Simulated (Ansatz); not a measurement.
# ZrI₂F₂: one species, many methods

The task here is to estimate one member of a computed series from the others.

The runs use Ansatz 0.2.0, Gaussian basis; functionals in def2-TZVPP, the program's frozen cores in correlated methods.

Levels to be run: LDA (SPW92), PBE-D4, revPBE-D4, BLYP-D4, r2SCAN-D4, B97M-V, PBE0-D4, B3LYP-D4, r2SCANh-D4, r2SCAN0-D4, HSE06-D4, BHLYP-D4, CAM-B3LYP-D4, LC-ωPBE, ωB97X-V, ωB97M-V, B2PLYP, PBE-QIDH; CCSD(T)/def2-SVP; CCSD(T)/def2-TZVPP; MP2/def2-QZVPP; extrapolation to the limit; RPA on PBE.

**Structure used throughout**

The geometry comes from an earlier relaxation with PBE0-D4 in a triple-zeta def2 set; it is a stationary point. Zr, I take the def2 core potential; no spin-orbit term is included.

5 atoms, charge 0, spin multiplicity 1.

Atoms are counted from 1 here; the program's logs count them from 0.

Bond lengths: F1–Zr2 1.878 Å, Zr2–F3 1.878 Å, Zr2–I4 2.698 Å, Zr2–I5 2.698 Å. Angles: F1–Zr2–F3 108.7°, F1–Zr2–I4 109.5°, F1–Zr2–I5 109.5°, F3–Zr2–I4 109.5°, F3–Zr2–I5 109.5°, I4–Zr2–I5 109.9°.

Set-up of the first run:

in.yaml reads:

```yaml
crystal:
  periodic: [false, false, false]
  atoms:
    - {symbol: F, position_ang: [0.200360, -0.528056, 1.904239]}
    - {symbol: Zr, position_ang: [0.119181, -0.137906, 0.069152]}
    - {symbol: F, position_ang: [1.351553, -1.229350, -0.834378]}
    - {symbol: I, position_ang: [-2.368429, -0.633410, -0.849728]}
    - {symbol: I, position_ang: [0.747136, 2.455122, -0.330784]}
basis:
  gaussian: {orbitals: def2-TZVPP}
hamiltonian: {xc: lda}
output: {orbitals: {seedname: orbitals}}
```

Among the steps run: LDA; PBE-D4 (GGA); revPBE-D4 (GGA); BLYP-D4 (GGA); r2SCAN-D4 (meta-GGA); B97M-V (meta-GGA); PBE0-D4 (hybrid); B3LYP-D4 (hybrid); r2SCANh-D4 (hybrid); r2SCAN0-D4 (hybrid); HSE06-D4 (hybrid); BHLYP-D4 (hybrid); CAM-B3LYP-D4 (range-separated); LC-ωPBE-D4 (range-separated; the results give it without D4); ωB97X-V (range-separated); ωB97M-V (range-separated); B2PLYP (double hybrid); PBE-QIDH (double hybrid).

One table of the session follows, with a row left open; its other results are not shown here.

It belongs to the step «Orbital energies across the functionals». 

| functional | HOMO (eV) | LUMO (eV) | gap (eV) |
| --- | --- | --- | --- |
| LDA (SPW92) | -7.19 | -3.54 | 3.65 |
| PBE-D4 | -7.00 | -3.30 | 3.70 |
| revPBE-D4 | -6.94 | -3.22 | 3.72 |
| BLYP-D4 | -6.81 | -3.16 | 3.65 |
| r2SCAN-D4 | -7.31 | -3.20 | 4.11 |
| B97M-V | -7.26 | -3.10 | 4.16 |
| PBE0-D4 | -8.11 | -2.62 | 5.49 |
| B3LYP-D4 | ? | ? | ? |
| r2SCANh-D4 | -7.72 | -2.95 | 4.77 |
| r2SCAN0-D4 | -8.32 | -2.56 | 5.76 |
| HSE06-D4 | -7.73 | -2.99 | 4.73 |
| BHLYP-D4 | -9.04 | -1.76 | 7.28 |
| CAM-B3LYP-D4 | -9.29 | -1.60 | 7.68 |
| LC-ωPBE | -10.58 | -0.56 | 10.02 |
| ωB97X-V | -10.25 | -0.61 | 9.64 |
| ωB97M-V | -10.13 | -0.70 | 9.43 |

Estimate the missing values for B3LYP-D4.

Worked estimate for «HOMO (eV)». Against the share of exact exchange, BLYP-D4 (0, -6.81), BHLYP-D4 (0.5, -9.04) give a slope of -4.46 per unit share; at 0.2 the line stands at -7.70.

The run gave: HOMO (eV): -7.86; LUMO (eV): -2.79; gap (eV): 5.06. In «HOMO (eV)» the line misses by +0.16.
